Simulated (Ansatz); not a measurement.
**ScPd: how the settings move a relaxation**

How sensitive is a relaxation of ScPd to its settings? A reference run comes first, then two runs with altered input.

Program: Ansatz 0.2.0. Level of theory: reference: DFT, PBEsol, PAW with Ansatz's default frozen-core files, scalar-relativistic; relaxation of cell and atoms. These are calculated values, not measurements.

1 further run of the same task is left out (set aside as unsound or not needed).

### 1 Starting point

Symmetry: Pm-3m, No. 221, cubic system. Conventional cell: a = 3.267 Å, b = 3.267 Å, c = 3.267 Å, α = 90.00°, β = 90.00°, γ = 90.00°. Around Sc (site symmetry m-3m) lie 8 Pd at 2.83 Å. Pd (site symmetry m-3m) is surrounded by 8 Sc at 2.83 Å.

Structure file:

```cif
data_structure
_symmetry_space_group_name_H-M 'P 1'
_symmetry_Int_Tables_number 1
_cell_length_a 3.2667
_cell_length_b 3.2667
_cell_length_c 3.2667
_cell_angle_alpha 90.000
_cell_angle_beta 90.000
_cell_angle_gamma 90.000
_cell_volume 34.86
loop_
_atom_site_label
_atom_site_type_symbol
_atom_site_fract_x
_atom_site_fract_y
_atom_site_fract_z
_atom_site_occupancy
Sc1 Sc 0.50000 0.50000 0.50000 1
Pd1 Pd 0.00000 0.00000 0.00000 1
```

### 2 The reference run

input.yaml

```yaml
crystal:
  lattice:
    - [3.26669463914, 0.0, 0.0]
    - [0.0, 3.26669463914, 0.0]
    - [0.0, 0.0, 3.26669463914]
  atoms:
    - { symbol: Sc, position: [0.5, 0.5, 0.5] }
    - { symbol: Pd, position: [0.0, 0.0, 0.0] }
kpoints:
  mp_grid: { grid: [14, 14, 14] }
scf:
  occupations: { method: fermi_dirac, width: 0.1 }
hamiltonian:
  xc: pbesol
  pseudopotentials: { kind: paw }
relax:
  f_tol: 0.002
  max_steps: 80
  cell: { p_target: 5 }
output:
  forces: true
  stress: true
  write_density: true
  write_potential: true
  elf: true
  volumetric_format: npy
```

Command:

```
> ansatz run input.yaml --threads 1 --pin off --max-ram 2560MiB --backend cpu --events-out ev --progress --plain --runs-dir out
```

The main lines of its log:

```text
[...]
Basis set: ecut = 420 eV, 691 PW (Γ), exchange–correlation on 48×48×48 points (8 copies of the dense FFT grid, shifted against one another)
[...]
k-points: 120 of 2744
[...]
SCF iter   1: F=—  HF=-9019.844928 eV  |F-HF|=—  |Δ(HF+E_count)|=         —  Δρ=9.94e-3  dr2=3.83e-2  ethr=1.77e-3  ⟨swp⟩=4.7  Hψ=9345  notcnv=0
preconditioner: auto → none  [metal: Δε(μ)=0.070 eV  Ē_g=5.234 eV  σ=0.100 eV  W_gap=0.17  n_scr=6 (ndim 8)  ℏωp=22.7 eV  f_vac=0.000  D(μ)=1.20/eV (n_scr^D=6)  sad-step TF]
SCF iter   2: F=—  HF=-9019.838992 eV  |F-HF|=—  |Δ(HF+E_count)|=   5.94e-3  Δρ=4.37e-3  dr2=8.07e-3  ethr=1.32e-4  ⟨swp⟩=1.4  Hψ=3300  notcnv=0
[...]
relax step   1: F+E_penalty+E_count = -9019.83742332 eV  Δ(F+E_penalty+E_count) = +0.000e0 eV  max|allowed force component| = 3.997e-29 eV/Å  Δτ_max = 0.0000 Å  P = +0.004 GPa  Ω = 34.860 Å³  (6 SCF iters, dr2 threshold 1.00e-7 eV, accepted)
[...]
Basis set: ecut = 420 eV, 619 PW (Γ), exchange–correlation on 48×48×48 points (8 copies of the dense FFT grid, shifted against one another)
[...]
relax step   2: F+E_penalty+E_count = -9019.70602718 eV  Δ(F+E_penalty+E_count) = +1.314e-1 eV  max|allowed force component| = 4.635e-30 eV/Å  Δτ_max = 0.0000 Å  P = +14.498 GPa  Ω = 31.688 Å³  energy of the carried Pulay correction = +5.885e-4 eV  (7 SCF iter
[...]
relax step   3: F+E_penalty+E_count = -9019.82170695 eV  Δ(F+E_penalty+E_count) = +1.572e-2 eV  max|allowed force component| = 3.648e-30 eV/Å  Δτ_max = 0.0000 Å  P = +4.519 GPa  Ω = 33.697 Å³  energy of the carried Pulay correction = +2.093e-4 eV  (8 SCF iters
[...]
relax step   4: F+E_penalty+E_count = -9019.81817797 eV  Δ(F+E_penalty+E_count) = +3.529e-3 eV  max|allowed force component| = 3.484e-30 eV/Å  Δτ_max = 0.0000 Å  P = +5.029 GPa  Ω = 33.578 Å³  energy of the carried Pulay correction = +2.312e-4 eV  (6 SCF iters
[...]
SCF iter   5: F=-9019.817925 eV  HF=-9019.817925 eV  |F-HF|=0.00e0  |Δ(HF+E_count)|=  7.64e-11  Δρ=3.89e-8  dr2=4.38e-13  ethr=1.00e-12  ⟨swp⟩=1.0  Hψ=2280  notcnv=0
SCF iter   6: F=-9019.817925 eV  HF=-9019.817925 eV  |F-HF|=1.82e-12  |Δ(HF+E_count)|=    0.00e0  Δρ=6.93e-9  dr2=4.03e-15  ethr=1.00e-12  ⟨swp⟩=3.0  Hψ=8121  notcnv=0
[...]
relax step   5: F+E_penalty+E_count = -9019.81792466 eV  Δ(F+E_penalty+E_count) = +2.533e-4 eV  max|allowed force component| = 5.752e-30 eV/Å  Δτ_max = 0.0000 Å  P = +5.036 GPa  Ω = 33.578 Å³  stress off target by 3.64e-2 GPa  SCF on the basis re-selected at t
[...]
SCF converged after 6 iterations
Free energy (F): -9019.817925 eV
[...]
E sigma→0 (E₀):  -9019.797616 eV
[...]
Fermi energy:    16.394887 eV
[...]
  P = ⅓ Tr σ = 5.0364 GPa (50.364 kbar)
[...]
--- Relaxed structure (4 steps of the walk, 3 accepted, 1 SCFs on fresh bases) ---
[...]
```

It took 14 s on 1 thread of Intel Xeon Platinum 8488C (Sapphire Rapids), shared host; peak memory 0.44 GiB.

### 3 Variant: xc lda

input.yaml, as its differences from that of step 2:

```diff
@@ -13,3 +13,3 @@
 hamiltonian:
-  xc: pbesol
+  xc: lda
   pseudopotentials: { kind: paw }
```

Command:

```
> ansatz run input.yaml --threads 1 --pin off --max-ram 2560MiB --backend cpu --events-out ev --progress --plain --runs-dir out
```

Log:

```text
Engine: ansatz 0.2.0
Pseudopotentials: kind: paw
Pseudopotential: Sc, paw, valence charge 11, recommended cutoff 420 eV (normal), Sc.paw.azcp
Pseudopotential: Pd, paw, valence charge 18, recommended cutoff 420 eV (normal), Pd.paw.azcp
Functional definition: SPW92
  exchange = slater_x
  correlation = pw_c
Crystal: 2 atoms, lattice volume = 34.860 Å³
Basis set: ecut = 420 eV, 691 PW (Γ)
Bands: 19, of which v1, the nominal top of the filled ones, is band 15 counted from 1 (14 counted from 0)
Symmetry: 48 space group operations
Space group: Pm-3m (ITA 221), of the structure as read, at distance tolerance 3.3e-5 Å
k-points: 120 of 2744
Non-local potential: Sc, projectors of the file, l = 0: 3, l = 1: 2, l = 2: 3, l = 3: 1
Non-local potential: Pd, projectors of the file, l = 0: 2, l = 1: 2, l = 2: 2, l = 3: 1
PAW form: soft (Blöchl's): semilocal exchange-correlation on the pseudo side does not see the compensation charge
PAW frozen core: Sc, regenerated for the run's functional, and the local potential with it (the file was generated under x = pbe(κ = 0.804, μ = 0.2195149727645171), c = pbe(β = 0.06672455060314922))
PAW frozen core: Pd, regenerated for the run's functional, and the local potential with it (the file was generated under x = pbe(κ = 0.804, μ = 0.2195149727645171), c = pbe(β = 0.06672455060314922))
PAW one-centre angular grid: Sc, 590 points (default); XC on 64 Gauss nodes
PAW one-centre angular grid: Pd, 590 points (default); XC on 64 Gauss nodes
Initial density: superposition of atomic densities (neutral atoms: chi_scale 0, normalization atom), corrected by the library's trained network
Initial wavefunctions: pseudopotential atomic-orbital guess
Functional: x = slater, c = lda
SCF iter   1: F=—  HF=-8935.462813 eV  |F-HF|=—  |Δ(HF+E_count)|=         —  Δρ=1.16e-2  dr2=5.14e-2  ethr=1.77e-3  ⟨swp⟩=4.8  Hψ=9236  notcnv=0
preconditioner: auto → none  [metal: Δε(μ)=0.034 eV  Ē_g=5.168 eV  σ=0.100 eV  W_gap=0.08  n_scr=6 (ndim 8)  ℏωp=22.7 eV  f_vac=0.000  D(μ)=1.24/eV (n_scr^D=6)  sad-step TF]
SCF iter   2: F=—  HF=-8935.456415 eV  |F-HF|=—  |Δ(HF+E_count)|=   6.40e-3  Δρ=5.68e-3  dr2=1.36e-2  ethr=1.77e-4  ⟨swp⟩=1.1  Hψ=3250  notcnv=0
SCF iter   3: F=—  HF=-8935.454321 eV  |F-HF|=—  |Δ(HF+E_count)|=   2.09e-3  Δρ=9.15e-4  dr2=4.25e-4  ethr=4.67e-5  ⟨swp⟩=1.9  Hψ=2707  notcnv=0
SCF iter   4: F=—  HF=-8935.454271 eV  |F-HF|=—  |Δ(HF+E_count)|=   4.99e-5  Δρ=9.94e-5  dr2=1.69e-6  ethr=1.47e-6  ⟨swp⟩=2.1  Hψ=2806  notcnv=0
SCF iter   5: F=—  HF=-8935.454273 eV  |F-HF|=—  |Δ(HF+E_count)|=   2.12e-6  Δρ=6.29e-6  dr2=9.68e-9  ethr=5.82e-9  ⟨swp⟩=2.0  Hψ=3061  notcnv=0
SCF iter   6: F=-8935.454273 eV  HF=-8935.454273 eV  |F-HF|=1.98e-10  |Δ(HF+E_count)|=   1.12e-9  Δρ=1.24e-6  dr2=2.59e-10  ethr=3.34e-11  ⟨swp⟩=4.1  Hψ=11788  notcnv=0
SCF 1 converged in 6 iterations: F = -8935.454273 eV  dr2 = 2.59e-10
relax step   1: F+E_penalty+E_count = -8935.45427325 eV  Δ(F+E_penalty+E_count) = +0.000e0 eV  max|allowed force component| = 4.214e-29 eV/Å  Δτ_max = 0.0000 Å  P = -4.261 GPa  Ω = 34.860 Å³  (6 SCF iters, dr2 threshold 1.00e-7 eV, accepted)
Crystal: 2 atoms, lattice volume = 30.006 Å³
Basis set: ecut = 420 eV, 587 PW (Γ)
Initial density: handed on by an earlier stage of this run
Initial wavefunctions: those handed on with the density
SCF iter   1: F=—  HF=-8935.494476 eV  |F-HF|=—  |Δ(HF+E_count)|=         —  Δρ=5.59e-2  dr2=1.62e0  ethr=3.10e-3  ⟨swp⟩=4.8  Hψ=8769  notcnv=0
preconditioner: auto → none  [metal: Δε(μ)=0.036 eV  Ē_g=13.348 eV  σ=0.100 eV  W_gap=0.09  n_scr=6 (ndim 8)  ℏωp=29.5 eV  f_vac=0.000  D(μ)=1.84/eV (n_scr^D=18)]
SCF iter   2: F=—  HF=-8935.309695 eV  |F-HF|=—  |Δ(HF+E_count)|=   1.85e-1  Δρ=2.11e-2  dr2=2.48e-1  ethr=3.10e-3  ⟨swp⟩=1.9  Hψ=3483  notcnv=0
SCF iter   3: F=—  HF=-8935.266744 eV  |F-HF|=—  |Δ(HF+E_count)|=   4.30e-2  Δρ=7.63e-3  dr2=2.84e-2  ethr=8.54e-4  ⟨swp⟩=2.0  Hψ=2867  notcnv=0
SCF iter   4: F=—  HF=-8935.262270 eV  |F-HF|=—  |Δ(HF+E_count)|=   4.47e-3  Δρ=1.15e-3  dr2=5.34e-4  ethr=9.79e-5  ⟨swp⟩=1.6  Hψ=2599  notcnv=0
SCF iter   5: F=—  HF=-8935.262217 eV  |F-HF|=—  |Δ(HF+E_count)|=   5.35e-5  Δρ=3.72e-4  dr2=7.08e-5  ethr=1.84e-6  ⟨swp⟩=2.1  Hψ=3131  notcnv=0
SCF iter   6: F=—  HF=-8935.262203 eV  |F-HF|=—  |Δ(HF+E_count)|=   1.36e-5  Δρ=1.18e-4  dr2=7.36e-6  ethr=2.44e-7  ⟨swp⟩=1.4  Hψ=2363  notcnv=0
SCF iter   7: F=—  HF=-8935.262202 eV  |F-HF|=—  |Δ(HF+E_count)|=   1.25e-6  Δρ=2.07e-5  dr2=2.13e-7  ethr=2.54e-8  ⟨swp⟩=1.5  Hψ=2479  notcnv=0
SCF iter   8: F=-8935.262202 eV  HF=-8935.262202 eV  |F-HF|=1.24e-9  |Δ(HF+E_count)|=   2.85e-8  Δρ=1.69e-6  dr2=1.36e-9  ethr=6.90e-10  ⟨swp⟩=7.0  Hψ=11784  notcnv=0
SCF 2 converged in 8 iterations: F = -8935.262202 eV  dr2 = 1.36e-9
relax step   2: F+E_penalty+E_count = -8935.26220209 eV  Δ(F+E_penalty+E_count) = +1.921e-1 eV  max|allowed force component| = 3.944e-31 eV/Å  Δτ_max = 0.0000 Å  P = +20.047 GPa  Ω = 30.006 Å³  energy of the carried Pulay correction = +6.353e-4 eV  (8 SCF iters, dr2 threshold 2.00e-7 eV, rejected (line search))
Crystal: 2 atoms, lattice volume = 32.836 Å³
Basis set: ecut = 420 eV, 619 PW (Γ)
iter 1 solved again at ethr=1.73e-3 eV; its pass at ethr=3.10e-3 eV (dr2=5.03e-1 eV) is discarded
SCF iter   1: F=—  HF=-8935.552069 eV  |F-HF|=—  |Δ(HF+E_count)|=         —  Δρ=2.91e-2  dr2=5.05e-1  ethr=1.73e-3  ⟨swp⟩=1.0  Hψ=12039  notcnv=0
preconditioner: auto → none  [metal: Δε(μ)=0.048 eV  Ē_g=13.525 eV  σ=0.100 eV  W_gap=0.12  n_scr=6 (ndim 8)  ℏωp=28.2 eV  f_vac=0.000  D(μ)=1.00/eV (n_scr^D=6)]
SCF iter   2: F=—  HF=-8935.470299 eV  |F-HF|=—  |Δ(HF+E_count)|=   8.18e-2  Δρ=8.37e-3  dr2=3.85e-2  ethr=1.73e-3  ⟨swp⟩=2.0  Hψ=2920  notcnv=0
SCF iter   3: F=—  HF=-8935.461249 eV  |F-HF|=—  |Δ(HF+E_count)|=   9.05e-3  Δρ=2.20e-3  dr2=2.59e-3  ethr=1.33e-4  ⟨swp⟩=2.2  Hψ=3596  notcnv=0
SCF iter   4: F=—  HF=-8935.460808 eV  |F-HF|=—  |Δ(HF+E_count)|=   4.41e-4  Δρ=4.48e-4  dr2=4.10e-5  ethr=8.93e-6  ⟨swp⟩=2.1  Hψ=2912  notcnv=0
SCF iter   5: F=—  HF=-8935.460807 eV  |F-HF|=—  |Δ(HF+E_count)|=   8.93e-7  Δρ=8.72e-5  dr2=3.95e-6  ethr=1.41e-7  ⟨swp⟩=2.3  Hψ=3588  notcnv=0
SCF iter   6: F=—  HF=-8935.460805 eV  |F-HF|=—  |Δ(HF+E_count)|=   2.02e-6  Δρ=9.01e-6  dr2=2.61e-8  ethr=1.36e-8  ⟨swp⟩=1.7  Hψ=2611  notcnv=0
SCF iter   7: F=—  HF=-8935.460805 eV  |F-HF|=—  |Δ(HF+E_count)|=   1.56e-8  Δρ=1.36e-6  dr2=4.85e-10  ethr=8.99e-11  ⟨swp⟩=2.2  Hψ=2985  notcnv=0
SCF iter   8: F=-8935.460805 eV  HF=-8935.460805 eV  |F-HF|=0.00e0  |Δ(HF+E_count)|=  3.27e-11  Δρ=1.06e-7  dr2=2.55e-12  ethr=1.00e-12  ⟨swp⟩=5.0  Hψ=9053  notcnv=0
SCF 3 converged in 8 iterations: F = -8935.460805 eV  dr2 = 2.55e-12
relax step   3: F+E_penalty+E_count = -8935.46080493 eV  Δ(F+E_penalty+E_count) = -6.532e-3 eV  max|allowed force component| = 3.024e-29 eV/Å  Δτ_max = 0.0000 Å  P = +3.689 GPa  Ω = 32.836 Å³  energy of the carried Pulay correction = +2.537e-4 eV  (8 SCF iters, accepted)
Crystal: 2 atoms, lattice volume = 32.525 Å³
iter 1 solved again at ethr=2.01e-5 eV; its pass at ethr=3.10e-3 eV (dr2=5.82e-3 eV) is discarded
SCF iter   1: F=—  HF=-8935.453257 eV  |F-HF|=—  |Δ(HF+E_count)|=         —  Δρ=3.24e-3  dr2=6.14e-3  ethr=2.01e-5  ⟨swp⟩=1.0  Hψ=9892  notcnv=0
preconditioner: auto → none  [metal: Δε(μ)=0.040 eV  Ē_g=13.319 eV  σ=0.100 eV  W_gap=0.10  n_scr=6 (ndim 8)  ℏωp=28.4 eV  f_vac=0.000  D(μ)=1.23/eV (n_scr^D=6)]
SCF iter   2: F=—  HF=-8935.452414 eV  |F-HF|=—  |Δ(HF+E_count)|=   8.43e-4  Δρ=1.06e-3  dr2=6.89e-4  ethr=2.01e-5  ⟨swp⟩=1.1  Hψ=2306  notcnv=0
SCF iter   3: F=—  HF=-8935.452279 eV  |F-HF|=—  |Δ(HF+E_count)|=   1.35e-4  Δρ=2.94e-4  dr2=4.75e-5  ethr=2.38e-6  ⟨swp⟩=1.6  Hψ=2478  notcnv=0
SCF iter   4: F=—  HF=-8935.452269 eV  |F-HF|=—  |Δ(HF+E_count)|=   9.95e-6  Δρ=3.96e-5  dr2=2.62e-7  ethr=1.64e-7  ⟨swp⟩=2.0  Hψ=2787  notcnv=0
iter 5 did not close the SCF: its close was put off for the readings that it lacked (scf_convergence_deferred on its scf_iter line)
SCF iter   5: F=-8935.452269 eV  HF=-8935.452269 eV  |F-HF|=2.13e-10  |Δ(HF+E_count)|=   2.96e-8  Δρ=3.24e-6  dr2=2.15e-9  ethr=9.05e-10  ⟨swp⟩=2.2  Hψ=3150  notcnv=0
SCF iter   6: F=-8935.452269 eV  HF=-8935.452269 eV  |F-HF|=1.82e-12  |Δ(HF+E_count)|=  2.66e-10  Δρ=3.31e-7  dr2=1.28e-11  ethr=7.42e-12  ⟨swp⟩=4.0  Hψ=11290  notcnv=0
SCF 4 converged in 6 iterations: F = -8935.452269 eV  dr2 = 1.28e-11
relax step   4: F+E_penalty+E_count = -8935.45226928 eV  Δ(F+E_penalty+E_count) = +8.536e-3 eV  max|allowed force component| = 5.719e-30 eV/Å  Δτ_max = 0.0000 Å  P = +5.153 GPa  Ω = 32.525 Å³  energy of the carried Pulay correction = +2.941e-4 eV  (6 SCF iters, dr2 threshold 2.00e-7 eV, accepted)
Crystal: 2 atoms, lattice volume = 32.557 Å³
iter 1 solved again at ethr=2.00e-7 eV; its pass at ethr=3.10e-3 eV (dr2=5.80e-5 eV) is discarded
SCF iter   1: F=—  HF=-8935.453270 eV  |F-HF|=—  |Δ(HF+E_count)|=         —  Δρ=3.26e-4  dr2=6.23e-5  ethr=2.00e-7  ⟨swp⟩=1.0  Hψ=9408  notcnv=0
preconditioner: auto → none  [metal: Δε(μ)=0.061 eV  Ē_g=13.339 eV  σ=0.100 eV  W_gap=0.15  n_scr=6 (ndim 8)  ℏωp=28.4 eV  f_vac=0.000  D(μ)=1.19/eV (n_scr^D=6)]
SCF iter   2: F=—  HF=-8935.453261 eV  |F-HF|=—  |Δ(HF+E_count)|=   8.74e-6  Δρ=1.05e-4  dr2=6.76e-6  ethr=2.00e-7  ⟨swp⟩=1.1  Hψ=2307  notcnv=0
SCF iter   3: F=—  HF=-8935.453260 eV  |F-HF|=—  |Δ(HF+E_count)|=   1.34e-6  Δρ=2.85e-5  dr2=4.44e-7  ethr=2.33e-8  ⟨swp⟩=1.6  Hψ=2506  notcnv=0
iter 4 did not close the SCF: its close was put off for the readings that it lacked (scf_convergence_deferred on its scf_iter line)
SCF iter   4: F=-8935.453260 eV  HF=-8935.453260 eV  |F-HF|=3.42e-10  |Δ(HF+E_count)|=   6.41e-8  Δρ=4.05e-6  dr2=2.74e-9  ethr=1.53e-9  ⟨swp⟩=2.0  Hψ=2809  notcnv=0
iter 5 did not close the SCF: its close was put off for the readings that it lacked (scf_convergence_deferred on its scf_iter line)
SCF iter   5: F=-8935.453260 eV  HF=-8935.453260 eV  |F-HF|=9.09e-12  |Δ(HF+E_count)|=  1.69e-10  Δρ=3.74e-7  dr2=3.09e-11  ethr=9.44e-12  ⟨swp⟩=2.2  Hψ=3425  notcnv=0
SCF iter   6: F=-8935.453260 eV  HF=-8935.453260 eV  |F-HF|=0.00e0  |Δ(HF+E_count)|=  1.82e-12  Δρ=2.93e-8  dr2=9.55e-14  ethr=1.00e-12  ⟨swp⟩=4.0  Hψ=9312  notcnv=0
SCF 5 converged in 6 iterations: F = -8935.453260 eV  dr2 = 9.55e-14
relax step   5: F+E_penalty+E_count = -8935.45325962 eV  Δ(F+E_penalty+E_count) = -9.903e-4 eV  max|allowed force component| = 7.921e-30 eV/Å  Δτ_max = 0.0000 Å  P = +5.002 GPa  Ω = 32.557 Å³  energy of the carried Pulay correction = +2.900e-4 eV  (6 SCF iters, accepted)
Initial wavefunctions: pseudopotential atomic-orbital guess (no wavefunctions were taken with the density)
iter 1 solved again at ethr=3.84e-8 eV; its pass at ethr=3.10e-3 eV (dr2=1.11e-5 eV) is discarded
SCF iter   1: F=—  HF=-8935.452959 eV  |F-HF|=—  |Δ(HF+E_count)|=         —  Δρ=5.05e-5  dr2=1.14e-7  ethr=3.84e-8  ⟨swp⟩=3.0  Hψ=14995  notcnv=0
preconditioner: auto → none  [metal: Δε(μ)=0.059 eV  Ē_g=13.337 eV  σ=0.100 eV  W_gap=0.15  n_scr=6 (ndim 8)  ℏωp=28.4 eV  f_vac=0.000  D(μ)=1.20/eV (n_scr^D=6)]
SCF iter   2: F=—  HF=-8935.452958 eV  |F-HF|=—  |Δ(HF+E_count)|=   4.61e-7  Δρ=2.41e-5  dr2=2.98e-8  ethr=3.94e-10  ⟨swp⟩=2.0  Hψ=3881  notcnv=0
SCF iter   3: F=—  HF=-8935.452958 eV  |F-HF|=—  |Δ(HF+E_count)|=   1.67e-8  Δρ=4.51e-6  dr2=3.61e-9  ethr=1.03e-10  ⟨swp⟩=2.5  Hψ=3242  notcnv=0
SCF iter   4: F=—  HF=-8935.452958 eV  |F-HF|=—  |Δ(HF+E_count)|=  4.46e-10  Δρ=7.27e-7  dr2=2.89e-11  ethr=1.24e-11  ⟨swp⟩=2.1  Hψ=3801  notcnv=0
iter 5 did not close the SCF: its close was put off for the readings that it lacked (scf_convergence_deferred on its scf_iter line)
SCF iter   5: F=-8935.452958 eV  HF=-8935.452958 eV  |F-HF|=1.82e-12  |Δ(HF+E_count)|=  2.91e-11  Δρ=9.73e-8  dr2=1.77e-12  ethr=1.00e-12  ⟨swp⟩=1.0  Hψ=2280  notcnv=0
iter 6 did not close the SCF: its close was put off for the readings that it lacked (scf_convergence_deferred on its scf_iter line)
SCF iter   6: F=-8935.452958 eV  HF=-8935.452958 eV  |F-HF|=1.82e-12  |Δ(HF+E_count)|=    0.00e0  Δρ=4.11e-9  dr2=3.37e-15  ethr=1.00e-12  ⟨swp⟩=1.0  Hψ=2280  notcnv=0
iter 7 did not close the SCF: its close was put off for the readings that it lacked (scf_convergence_deferred on its scf_iter line)
SCF iter   7: F=-8935.452958 eV  HF=-8935.452958 eV  |F-HF|=1.82e-12  |Δ(HF+E_count)|=  1.82e-12  Δρ=5.26e-10  dr2=4.76e-17  ethr=1.00e-12  ⟨swp⟩=1.0  Hψ=2280  notcnv=0
iter 8 did not close the SCF: its close was put off for the readings that it lacked (scf_convergence_deferred on its scf_iter line)
SCF iter   8: F=-8935.452958 eV  HF=-8935.452958 eV  |F-HF|=1.82e-12  |Δ(HF+E_count)|=  1.82e-12  Δρ=1.68e-10  dr2=8.46e-18  ethr=1.00e-12  ⟨swp⟩=1.0  Hψ=2280  notcnv=0
SCF iter   9: F=-8935.452958 eV  HF=-8935.452958 eV  |F-HF|=1.82e-12  |Δ(HF+E_count)|=    0.00e0  Δρ=1.71e-11  dr2=8.80e-20  ethr=1.00e-12  ⟨swp⟩=1.0  Hψ=5040  notcnv=0
SCF 6 converged in 9 iterations: F = -8935.452958 eV  dr2 = 8.80e-20
relax step   6: F+E_penalty+E_count = -8935.45295818 eV  Δ(F+E_penalty+E_count) = +3.014e-4 eV  max|allowed force component| = 6.640e-30 eV/Å  Δτ_max = 0.0000 Å  P = +5.006 GPa  Ω = 32.557 Å³  stress off target by 6.13e-3 GPa  SCF on the basis re-selected at this cell (its energy is not comparable with the rows above)  (9 SCF iters)
basis re-selected at this cell: Δ(F+E_penalty+E_count) = +3.014e-4 eV, ΔP = +0.004 GPa vs the last step (what re-selecting the basis moved, of the pressure what is left beyond the Pulay correction that the steps carried, after the strain that the cell walked since its last selection, with what the two solves' SCF thresholds leave and, on support functions, any second-order correction that the steps lacked; it is no measure of the basis error at this ecutwfc). This SCF's stress stands 6.13e-3 GPa from its target on what of the cell is left free (relax.cell.stress_tol is 5.00e-2 GPa) and its largest allowed force component is 6.64e-30 eV/Å (relax.f_tol is 2.00e-3 eV/Å): within both
SCF converged after 9 iterations
Free energy (F): -8935.452958 eV
Harris-Foulkes:  -8935.452958 eV  (|F-HF|=1.82e-12)
Internal energy: -8935.411712 eV  (E = F + TS)
E sigma→0 (E₀):  -8935.432335 eV
Entropy (-TS):   -0.041246 eV (-20.623 meV/atom)
Fermi energy:    16.825306 eV
--- Per-component energies (eV) ---
  E_band       = -299.619460
  E_kinetic    = 780.344474
  E_local      = -2714.525503  (includes V_loc(G=0)·N_el)
  E_nonlocal   = 306.650848
  E_hartree    = 1060.528995
  E_xc         = -273.992571
  E_vxc        = -344.038826  (∫ρ·V_xc dr)
  E_paw        = -4532.444894  (= ΣΔE_a)
  E_vpaw       = -449.108634  (= ΣTr[D̂ρ^β])
  E_aug_tail   = 0.000191  (compensation charges beyond the density's cutoff)
  E_ewald      = -3562.958908
  E_core_change = 0.985657  (= ΣΔE_core)
  E_smearing   = -0.041246  (= −TS)
  E_closure    = 0.000000  (closes the sum)
  Σ components = -8935.452958   (vs F -8935.452958, Δ=0.00e0)
--- Forces (eV/Å), atoms counted from 1 ---
  atom   1  Sc    -0.00000000     0.00000000    -0.00000000
  atom   2  Pd     0.00000000    -0.00000000     0.00000000
  max |Σ_I F_I| component: 1.20e-29 eV/Å
--- Stress (GPa, compression-positive) ---
        5.006126       0.000000       0.000000
        0.000000       5.006126      -0.000000
        0.000000      -0.000000       5.006126
  P = ⅓ Tr σ = 5.0061 GPa (50.061 kbar)
--- Band table (eV; the first three rows and the last of 120) ---
  k-point 0: bands = ["-68.2153", "-33.9854", "-33.9854", "-33.9854", "-32.3199", "-11.1144", "-11.1144", "-11.1144", "9.6745", "11.5797", "11.5797", "13.6885", "13.6885", "13.6885", "18.0418", "18.0418", "20.3895", "20.3895", "20.3895"]
  k-point 1: bands = ["-68.2152", "-33.9885", "-33.9852", "-33.9852", "-32.3173", "-11.1301", "-11.1136", "-11.1136", "9.7705", "11.6123", "11.6372", "13.6723", "13.6723", "13.7033", "17.9813", "18.0603", "20.2078", "20.2078", "20.3603"]
  k-point 2: bands = ["-68.2149", "-33.9971", "-33.9847", "-33.9847", "-32.3100", "-11.1740", "-11.1115", "-11.1115", "10.0509", "11.7070", "11.8033", "13.6276", "13.6276", "13.7453", "17.8090", "18.0930", "19.7771", "19.7771", "20.2781"]
  k-point 119: bands = ["-68.2086", "-34.0196", "-34.0196", "-34.0196", "-32.2342", "-11.3507", "-11.3507", "-11.3507", "12.4983", "12.4983", "12.4983", "14.7376", "14.7376", "15.4737", "15.4737", "15.4737", "20.7985", "20.7985", "22.8587"]
--- Relaxed structure (5 steps of the walk, 4 accepted, 1 SCFs on fresh bases) ---
  F+E_penalty+E_count = -8935.45295818 eV   max|allowed force component| = 6.640e-30 eV/Å   (the final SCF, on the basis selected at the relaxed cell)
  cell:  # Å, volume = 32.5566 Å³
    - [3.1931047069537075, 1.1635826747339551e-34, 2.527783052008247e-34]
    - [2.447535970992112e-34, 3.1931047069537075, 6.419766481290786e-35]
    - [2.527783052008247e-34, 6.419766481290786e-35, 3.1931047069537075]
  atoms:
    - { symbol: Sc, position: [0.5, 0.5, 0.5] }
    - { symbol: Pd, position: [-2.1671681619145055e-46, -1.0333147163767617e-47, -6.702581944065481e-48] }
```

Wall time 16 s (1 thread of Intel Xeon Platinum 8488C (Sapphire Rapids), shared host); peak memory 0.44 GiB.

A change of functional puts the total energy on another scale; the final volume goes from 33.58 to 32.56 Å³.

(Part 1 of 2 ends here.)
